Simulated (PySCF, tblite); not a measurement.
# C₄H₉AlO: geometry, infrared bands and NMR shifts

What infrared bands and NMR shifts should C₄H₉AlO (`C/C=C(\C)[O][AlH2]`) show?

Computed with tblite 0.8.0 and PySCF 2.14.0, with density-fitted response routines of our own, on a single molecule in the gas phase. Atoms count from 0, in the outputs and in this text.

**1. Starting geometry**

15 atoms, charge 0, multiplicity 1; geometry from: force field or distance geometry start.

Bonds of the start (Å): C0–C1 1.47, C1–C2 1.34, C2–C3 1.48, C2–O4 1.36, O4–Al5 1.85, C0–H6 1.09, C0–H7 1.13, C0–H8 1.12, C1–H9 1.09, C3–H10 1.12, C3–H11 1.12, C3–H12 1.09, Al5–H13 1.63, Al5–H14 1.63.

**2. Geometry optimisation with GFN2-xTB**

The job: settings as JSON, then the geometry in Å.

```
{"job": {"kind": "relax", "xc": "GFN2-xTB", "basis": "xTB"}, "charge": 0, "multiplicity": 1}
C     -2.088400     0.500500    -0.130700
C     -0.681500     0.730400    -0.470800
C      0.222000    -0.245600    -0.603900
C     -0.144000    -1.669100    -0.456500
O      1.508500     0.066100    -0.908100
Al     2.656300     0.799900     0.340700
H     -2.387800    -0.527900     0.049800
H     -2.686300     0.895800    -1.003300
H     -2.348400     1.201300     0.706900
H     -0.350000     1.766400    -0.588500
H      0.604500    -2.218100    -1.080200
H      0.086900    -2.000700     0.590700
H     -1.156900    -1.929900    -0.758100
H      4.175100     0.221600     0.272400
H      2.585700     2.417100     0.511900
```

The run is started by

```
$ OMP_NUM_THREADS=1 python probes_run.py task.json out
```

The driver reads the jobs from task.json and runs them one after another.

What it wrote:

```text
step      E/eV     max force
  0    -497.86936    3.057
  1    -498.25800    2.552
  2    -498.58138    2.078
  3    -498.77692    1.745
  4    -498.94324    0.569
  5    -498.96534    0.441
  6    -498.98353    0.329
  7    -498.99699    0.233
  8    -499.00508    0.217
  9    -499.01157    0.193
 10    -499.01804    0.235
 11    -499.02645    0.296
 12    -499.03625    0.341
 13    -499.04736    0.321
 14    -499.06023    0.351
 15    -499.07493    0.390
 16    -499.09044    0.316
 17    -499.10481    0.305
 18    -499.11620    0.282
 19    -499.12675    0.339
 20    -499.13728    0.294
 21    -499.14645    0.264
 22    -499.15327    0.175
 23    -499.15818    0.185
 24    -499.16268    0.189
 25    -499.16895    0.278
 26    -499.17829    0.359
 27    -499.18943    0.307
 28    -499.19919    0.259
 29    -499.20572    0.209
 30    -499.21059    0.294
 31    -499.21548    0.190
 32    -499.22297    0.189
 33    -499.22739    0.251
 34    -499.23275    0.275
 35    -499.23685    0.186
 36    -499.23986    0.139
 37    -499.24169    0.112
 38    -499.24342    0.151
 39    -499.24492    0.106
 40    -499.24574    0.061
 41    -499.24607    0.050
 42    -499.24634    0.063
 43    -499.24670    0.069
 44    -499.24706    0.049
 45    -499.24735    0.041
 46    -499.24762    0.049
 47    -499.24795    0.050
 48    -499.24835    0.051
 49    -499.24875    0.046
 50    -499.24910    0.044
 51    -499.24943    0.044
 52    -499.24973    0.046
 53    -499.24995    0.037
 54    -499.25013    0.036
 55    -499.25031    0.045
 56    -499.25056    0.046
 57    -499.25091    0.055
 58    -499.25136    0.067
 59    -499.25187    0.061
 60    -499.25240    0.051
 61    -499.25287    0.049
 62    -499.25322    0.040
 63    -499.25345    0.043
 64    -499.25362    0.044
 65    -499.25377    0.034
 66    -499.25388    0.023
 67    -499.25394    0.019
 68    -499.25398    0.016
 69    -499.25402    0.018
 70    -499.25406    0.017
 71    -499.25408    0.009
```

It took 0.32 s on 1 thread of Arm Neoverse V2, shared host; peak memory 0.18 GiB.

Along the way: (not every step is listed)

```tsv
step	energy from step 0 (eV)	largest force (eV/Å)
0	0.0000	3.0567
1	-0.3886	2.5515
2	-0.7120	2.0784
3	-0.9076	1.7448
4	-1.0739	0.5687
5	-1.0960	0.4413
6	-1.1142	0.3289
7	-1.1276	0.2334
8	-1.1357	0.2173
13	-1.1780	0.3207
18	-1.2468	0.2822
23	-1.2888	0.1850
28	-1.3298	0.2592
33	-1.3580	0.2508
38	-1.3741	0.1514
43	-1.3773	0.0694
48	-1.3790	0.0514
53	-1.3806	0.0366
58	-1.3820	0.0666
63	-1.3841	0.0435
66	-1.3845	0.0233
67	-1.3846	0.0193
68	-1.3846	0.0158
69	-1.3847	0.0176
70	-1.3847	0.0169
71	-1.3847	0.0094
```

Distances of close pairs at the start and the end, largest changes first:

```tsv
bond	before (Å)	after (Å)	change (Å)
O4–Al5	1.848	1.644	-0.204
Al5–H14	1.628	1.533	-0.095
Al5–H13	1.627	1.533	-0.094
C0–H7	1.129	1.091	-0.039
C0–H8	1.123	1.089	-0.033
C3–H11	1.122	1.090	-0.032
C3–H10	1.118	1.089	-0.029
C0–C1	1.466	1.493	+0.028
```

The final coordinates are the input of the step that follows.

**3. Vibrational analysis with GFN2-xTB**

The job: settings as JSON, then the geometry in Å.

```
{"job": {"kind": "ir", "xc": "GFN2-xTB", "basis": "xTB"}, "charge": 0, "multiplicity": 1}
C     -2.336308     0.479264    -0.320098
C     -0.875352     0.774206    -0.226257
C      0.124281    -0.099439    -0.244199
C      0.021681    -1.589369    -0.373349
O      1.412559     0.340275    -0.128730
Al     2.977642     0.824834     0.005651
H     -2.546353    -0.583588    -0.259798
H     -2.737134     0.860797    -1.259997
H     -2.863936     0.982150     0.489541
H     -0.618878     1.821754    -0.134121
H      0.766475    -1.934973    -1.089061
H      0.238142    -2.057845     0.587086
H     -0.963989    -1.895723    -0.706050
H      4.095907    -0.213900    -0.138996
H      3.300848     2.299546     0.270810
```

What it wrote:

```text
mode    cm-1     km/mol
  1      24.5      0.02
  2      42.9      0.07
  3      62.7      0.47
  4      98.9      0.32
  5     118.5      0.56
  6     271.5      0.07
  7     285.0      0.07
  8     398.2     27.06
  9     404.9     22.78
 10     471.8     11.31
 11     486.8      1.20
 12     601.2    172.43
 13     661.8      5.11
 14     827.7    205.79
 15     829.8     83.97
 16     919.9     47.48
 17    1010.9     26.35
 18    1029.6      1.02
 19    1049.1      6.98
 20    1059.7     19.57
 21    1141.5     16.55
 22    1257.3    417.46
 23    1309.8     31.33
 24    1390.4     11.78
 25    1405.9      2.76
 26    1458.6      3.58
 27    1470.0      8.32
 28    1481.0      4.26
 29    1493.1      2.65
 30    1742.1     39.68
 31    1836.2    500.68
 32    1849.3     62.32
 33    2988.6     29.80
 34    2997.6     25.13
 35    3013.1     31.14
 36    3019.5     24.77
 37    3055.7      1.50
 38    3065.9     21.12
 39    3072.8     63.65
```

It took 0.31 s on 1 thread of Arm Neoverse V2, shared host; peak memory 0.18 GiB.

Which atoms move in the most intense modes:

```tsv
cm⁻¹	km/mol	atoms
601	172.4	H14 42 %, H13 41 %, Al5 14 %
828	205.8	H13 31 %, H14 30 %, H9 18 %
830	84.0	H9 55 %, H13 11 %, H14 10 %
920	47.5	C3 14 %, C0 13 %, H10 10 %
1257	417.5	O4 43 %, C2 33 %
1836	500.7	H13 54 %, H14 40 %
1849	62.3	H14 56 %, H13 42 %
3073	63.6	H12 54 %, H6 26 %, H9 13 %
```

**4. Nuclear shieldings: PBE0/pcSseg-1**

The job, as its differences from that of step 3:

```diff
@@ -1,2 +1,2 @@
-{"job": {"kind": "ir", "xc": "GFN2-xTB", "basis": "xTB"}, "charge": 0, "multiplicity": 1}
+{"job": {"kind": "nmr", "xc": "PBE0", "basis": "pcSseg-1"}, "charge": 0, "multiplicity": 1}
 C     -2.336308     0.479264    -0.320098
```

Method: GIAO PBE0/pcSseg-1 NMR shielding, non-relativistic, gas phase.

What it wrote:

```text
coarse grid: 12640 points
cycle   1  E = -474.9220131062  dE =  5.626e-01  |g| = 7.454e-01  |ddm| = 3.417e+00
cycle   2  E = -474.7435785612  dE =  1.784e-01  |g| = 1.211e+00  |ddm| = 1.407e+00
cycle   3  E = -475.0270390927  dE = -2.835e-01  |g| = 1.519e-01  |ddm| = 1.006e+00
cycle   4  E = -475.0308980899  dE = -3.859e-03  |g| = 6.620e-02  |ddm| = 1.512e-01
cycle   5  E = -475.0318769434  dE = -9.789e-04  |g| = 2.187e-02  |ddm| = 6.718e-02
cycle   6  E = -475.0319927708  dE = -1.158e-04  |g| = 4.656e-03  |ddm| = 2.023e-02
cycle   7  E = -475.0319980807  dE = -5.310e-06  |g| = 3.749e-04  |ddm| = 3.804e-03
final grid: 116280 points
cycle   8  E = -475.0779665668  dE = -2.145e-05  |g| = 1.076e-02  |ddm| = 2.387e-02
cycle   9  E = -475.0779398957  dE =  2.667e-05  |g| = 1.620e-02  |ddm| = 1.766e-02
cycle  10  E = -475.0779888359  dE = -4.894e-05  |g| = 1.881e-03  |ddm| = 1.130e-02
cycle  11  E = -475.0779896306  dE = -7.947e-07  |g| = 2.601e-04  |ddm| = 1.671e-03
cycle  12  E = -475.0779896425  dE = -1.191e-08  |g| = 1.314e-04  |ddm| = 3.100e-04
cycle  13  E = -475.0779896466  dE = -4.067e-09  |g| = 2.751e-05  |ddm| = 1.216e-04
cycle  14  E = -475.0779896467  dE = -1.896e-10  |g| = 4.150e-06  |ddm| = 3.210e-05
converged SCF energy = -475.0779896467

GIAO shielding tensors (ppm)
atom      isotropic    diamagn.    paramagn.     s11        s22        s33       span
  0 C      171.435     247.165     -75.730    160.732    168.855    184.719     23.987
  1 C       76.801     256.901    -180.101    -16.828     99.440    147.790    164.618
  2 C       31.330     253.038    -221.708    -72.865     72.092     94.763    167.628
  3 C      167.696     247.719     -80.023    155.509    161.687    185.892     30.383
  4 O      165.070     402.389    -237.319     61.059    156.403    277.748    216.688
  5 Al     401.523     796.207    -394.684    318.505    391.164    494.899    176.395
  6 H       30.069      30.617      -0.548     25.737     30.650     33.821      8.084
  7 H       29.850      27.926       1.924     25.376     27.540     36.635     11.260
  8 H       29.942      28.390       1.552     25.522     27.694     36.609     11.087
  9 H       26.414      33.430      -7.016     23.307     26.030     29.904      6.597
 10 H       29.983      29.140       0.843     26.160     28.534     35.254      9.094
 11 H       29.765      29.396       0.369     26.382     27.273     35.641      9.259
 12 H       29.472      30.405      -0.933     24.588     29.883     33.944      9.355
 13 H       27.332      29.474      -2.142     23.576     25.599     32.821      9.245
 14 H       27.239      29.718      -2.480     23.481     25.393     32.842      9.361
```

It took 16 s on 1 thread of Arm Neoverse V2, shared host; peak memory 0.72 GiB.

The references, computed at this level on geometries of the same kind, shield at (ppm): 1H TMS 31.72, 13C TMS 186.9, 17O H2O 336.1, 27Al AlH4- 490.0. Their shielding less the atom's gives the shift. The references are single molecules in the gas phase, so shifts against H2O, NH3, PH3, H3PO4 or CFCl3 are not on the usual liquid scales and can be off by tens of ppm. Shifts against hydride references such as AlH4− lie on their own scale. Atoms listed in one row are averaged.

```tsv
atoms	environment	σ (ppm)	δ (ppm)
C2	alkene carbon bearing oxygen	31.3	155.6
C1	β carbon of an enol-ether or enamine type C=C	76.8	110.1
C3	allylic methyl carbon	167.7	19.2
C0	allylic methyl carbon	171.4	15.5
H9	hydrogen on a β carbon of an enol-ether or enamine type C=C	26.41	5.30
H13, H14	hydrogen on an aluminium bonded to O	27.29	4.43
H10, H11, H12	hydrogen on an allylic methyl carbon	29.74	1.98
H6, H7, H8	hydrogen on an allylic methyl carbon	29.95	1.76
O4	oxygen bonded to C, Al	165.1	171.0
Al5	aluminium bonded to O, 2 H	401.5	88.4
```

Charges from the same density, by scheme (e):

```tsv
atoms	Mulliken	IAO	Hirshfeld	ESP fit
C0	-0.20	-0.42	-0.12	-0.19
C1	-0.28	-0.21	-0.08	-0.27
C2	0.15	0.21	0.07	0.31
C3	-0.20	-0.44	-0.12	-0.49
O4	-0.74	-0.62	-0.27	-0.52
Al5	0.93	0.91	0.56	1.02
```

Mayer bond orders: C0–C1 1.07, C1–C2 1.88, C2–C3 1.07, C2–O4 0.82, O4–Al5 0.90.

**5. Results**

```
                                                              quantity                         value
                             strongest single infrared mode (GFN2-xTB)         1836 cm⁻¹, 501 km/mol
                                          zero-point energy (GFN2-xTB)                 71.1 kcal/mol
                                13C shifts against TMS (PBE0/pcSseg-1)  155.6, 110.1, 19.2, 15.5 ppm
1H shifts against TMS (PBE0/pcSseg-1, means over atoms taken as alike)    5.30, 4.43, 1.98, 1.76 ppm
                                17O shifts against H2O (PBE0/pcSseg-1)                     171.0 ppm
                             27Al shifts against AlH4- (PBE0/pcSseg-1)                      88.4 ppm
```

The optimisation took 71 steps and gained 1.385 eV; among the close pairs (by a distance rule), O4–Al5 changed most, from 1.848 to 1.644 Å. No mode is imaginary among the 39: a minimum at this level. The strongest single mode, at 1836 cm⁻¹, moves mainly H13 and H14. GFN2-xTB is a fitted tight-binding method: band positions and strengths are rough. Its intensities can rank the bands wrongly. C2 (alkene carbon bearing oxygen) lies farthest downfield among carbon, at 155.6 ppm; an sp2 carbon further deshielded by the attached heteroatom. H9 (hydrogen on a β carbon of an enol-ether or enamine type C=C) lies farthest downfield among hydrogen, at 5.30 ppm; olefinic region. At PBE0/pcSseg-1: The largest span, 217 ppm, is at O4, where the paramagnetic term is -237 ppm.
